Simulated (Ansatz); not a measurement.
# C₃H₁₀OZr: a ladder of functionals and wavefunction methods

The task here is to estimate one member of a computed series from the others.

The runs use Ansatz 0.2.0, Gaussian basis; functionals in def2-TZVPP, the program's frozen cores in correlated methods.

Plan: LDA (SPW92), PBE-D4, revPBE-D4, BLYP-D4, r2SCAN-D4, B97M-V, PBE0-D4, B3LYP-D4, r2SCANh-D4, r2SCAN0-D4, HSE06-D4, BHLYP-D4, CAM-B3LYP-D4, LC-ωPBE, ωB97X-V, ωB97M-V, B2PLYP, PBE-QIDH; CCSD(T)/def2-SVP; CCSD(T)/def2-TZVPP; MP2/def2-QZVPP; extrapolation to the limit; RPA on PBE.

### Structure used throughout

The geometry comes from an earlier relaxation with PBE0-D4 in a triple-zeta def2 set; it is a stationary point, not always the lowest conformer. Zr takes the def2 core potential; no spin-orbit term is included.

SMILES `[CH3][Zr]([CH3])([CH3])[OH]`, 15 atoms, charge 0, spin multiplicity 1.

Atoms are counted from 1 here; the program's logs count them from 0.

Bond lengths: C1–Zr2 2.226 Å, C1–H6 1.099 Å, C1–H7 1.095 Å, C1–H8 1.098 Å, Zr2–C3 2.226 Å, Zr2–C4 2.225 Å, Zr2–O5 1.909 Å, C3–H9 1.098 Å, C3–H10 1.099 Å, C3–H11 1.095 Å, C4–H12 1.099 Å, C4–H13 1.098 Å, C4–H14 1.095 Å, O5–H15 0.952 Å. Angles: Zr2–C1–H6 109.5°, Zr2–C1–H7 114.0°, Zr2–C1–H8 110.8°, H6–C1–H7 107.5°, H6–C1–H8 107.2°, H7–C1–H8 107.5°, C1–Zr2–C3 108.3°, C1–Zr2–C4 108.4°, C1–Zr2–O5 110.6°, C3–Zr2–C4 108.4°, C3–Zr2–O5 110.5°, C4–Zr2–O5 110.6°, Zr2–C3–H9 110.8°, Zr2–C3–H10 109.6°, Zr2–C3–H11 113.9°, H9–C3–H10 107.2°, H9–C3–H11 107.5°, H10–C3–H11 107.5° and more.

The first run:

File in.yaml:

```yaml
crystal:
  periodic: [false, false, false]
  atoms:
    - {symbol: C, position_ang: [-1.843645, 0.559950, 0.878470]}
    - {symbol: Zr, position_ang: [0.050378, 0.302669, -0.261588]}
    - {symbol: C, position_ang: [1.735702, 0.229465, 1.190170]}
    - {symbol: C, position_ang: [-0.035114, -1.645084, -1.334746]}
    - {symbol: O, position_ang: [0.291242, 1.739313, -1.495963]}
    - {symbol: H, position_ang: [-1.748228, 0.080393, 1.862557]}
    - {symbol: H, position_ang: [-2.122712, 1.605310, 1.046871]}
    - {symbol: H, position_ang: [-2.680381, 0.073869, 0.360188]}
    - {symbol: H, position_ang: [1.523933, 0.857078, 2.065535]}
    - {symbol: H, position_ang: [1.865491, -0.799931, 1.552054]}
    - {symbol: H, position_ang: [2.694661, 0.556107, 0.774573]}
    - {symbol: H, position_ang: [-0.659269, -2.350532, -0.768916]}
    - {symbol: H, position_ang: [0.965957, -2.088738, -1.413943]}
    - {symbol: H, position_ang: [-0.447262, -1.578539, -2.346937]}
    - {symbol: H, position_ang: [0.409237, 2.458692, -2.108304]}
basis:
  gaussian: {orbitals: def2-TZVPP}
hamiltonian: {xc: lda}
output: {orbitals: {seedname: orbitals}}
```

Launch:

```
$ ansatz run in.yaml --threads 2 --pin off --events-out ev --progress --plain --max-ram 32768MiB --backend cuda --devices 0, --max-vram 18GiB
```

Steps of the session up to this table: LDA; PBE-D4 (GGA); revPBE-D4 (GGA); BLYP-D4 (GGA); r2SCAN-D4 (meta-GGA); B97M-V (meta-GGA); B3LYP-D4 (hybrid); r2SCANh-D4 (hybrid); r2SCAN0-D4 (hybrid); HSE06-D4 (hybrid); BHLYP-D4 (hybrid); CAM-B3LYP-D4 (range-separated); LC-ωPBE (range-separated); ωB97X-V (range-separated); ωB97M-V (range-separated); B2PLYP (double hybrid); PBE-QIDH (double hybrid).

One table of the session follows, with a row left open; its other results are not shown here.

It belongs to the step «Orbital energies across the functionals». 

```
  functional  HOMO (eV)  gap (eV)
 LDA (SPW92)      -6.03      4.29
      PBE-D4      -5.92      4.41
   revPBE-D4      -5.87      4.47
     BLYP-D4      -5.80      4.39
   r2SCAN-D4      -6.20      4.96
      B97M-V          ?         ?
     PBE0-D4      -7.24      6.71
    B3LYP-D4      -7.02      6.22
  r2SCANh-D4      -6.69      5.79
  r2SCAN0-D4      -7.43      7.05
    HSE06-D4      -6.84      5.92
    BHLYP-D4      -8.47      8.87
CAM-B3LYP-D4      -8.65      9.19
     LC-ωPBE     -10.05     11.59
     ωB97X-V      -9.69     11.09
     ωB97M-V      -9.57     10.41
```

Q: Estimate the row for B97M-V from the others.

As computed: HOMO (eV): -6.29; gap (eV): 5.05. In the column «HOMO (eV)» it lies between r2SCANh-D4 (-6.69) and r2SCAN-D4 (-6.20).
